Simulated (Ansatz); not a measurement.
# BFH4O2S: the cost of one run

Program: Ansatz 0.2.0. Level of theory: RKS PBE0/def2-SVP. These are calculated values, not measurements.

### 1 The structure to begin with

Bond lengths: B1–S2 2.208 Å, B1–O3 1.344 Å, B1–O4 1.337 Å, B1–F6 1.687 Å, S2–H7 1.325 Å, O3–H8 0.956 Å, O4–H9 0.954 Å. Angles: B1–S2–H7 92.7°, S2–B1–O3 106.8°, S2–B1–O4 115.1°, S2–B1–F6 85.4°, O3–B1–O4 125.0°, O3–B1–F6 107.9°, O4–B1–F6 109.5°, B1–O3–H8 116.0°, B1–O4–H9 119.6°.

Structure file:

```xyz
9

B    -0.0744   -0.3917    0.1603
S     1.0020    1.5333    0.0512
O    -1.2000   -0.1680    0.8605
O     0.7043   -1.4718    0.2854
H     0.1466    0.9246   -1.3968
F    -0.4202   -0.1339   -1.4711
H    -0.0510    2.2179    0.4741
H    -1.5449   -0.9145    1.3479
H     1.4377   -1.5957   -0.3115
```

### 2 A restrained relaxation towards end A

Springs on the bonds that form and break draw the guess towards this end; the thresholds are loose.

The input, input.yaml:

```yaml
crystal:
  periodic: [false, false, false]
  atoms:
    - { symbol: B, position_ang: [-0.0744, -0.3917, 0.1603] }
    - { symbol: S, position_ang: [1.002, 1.5333, 0.0512] }
    - { symbol: O, position_ang: [-1.2, -0.168, 0.8605] }
    - { symbol: O, position_ang: [0.7043, -1.4718, 0.2854] }
    - { symbol: H, position_ang: [0.1466, 0.9246, -1.3968] }
    - { symbol: F, position_ang: [-0.4202, -0.1339, -1.4711] }
    - { symbol: H, position_ang: [-0.051, 2.2179, 0.4741] }
    - { symbol: H, position_ang: [-1.5449, -0.9145, 1.3479] }
    - { symbol: H, position_ang: [1.4377, -1.5957, -0.3115] }
basis:
  gaussian: { orbitals: def2-SVP }
hamiltonian:
  xc: pbe0
relax:
  f_tol: 0.15
  max_steps: 25
  restrain:
    - { distance: [0, 5], at: 2.71, k: 30.0 }
    - { distance: [4, 1], at: 2.66, k: 30.0 }
    - { distance: [0, 1], at: 1.89, k: 30.0 }
    - { distance: [4, 5], at: 0.88, k: 30.0 }
output:
  orbitals: {}
```

Launch:

```
> ansatz run input.yaml --threads 2 --pin off --max-ram 3072MiB --backend cpu --events-out ev --progress --plain --runs-dir out
```

**Question.** How long does this run take on 2 threads of Arm Neoverse V2, shared host, and how much memory does it need?

About 20 s, with a peak of 0.19 GiB.
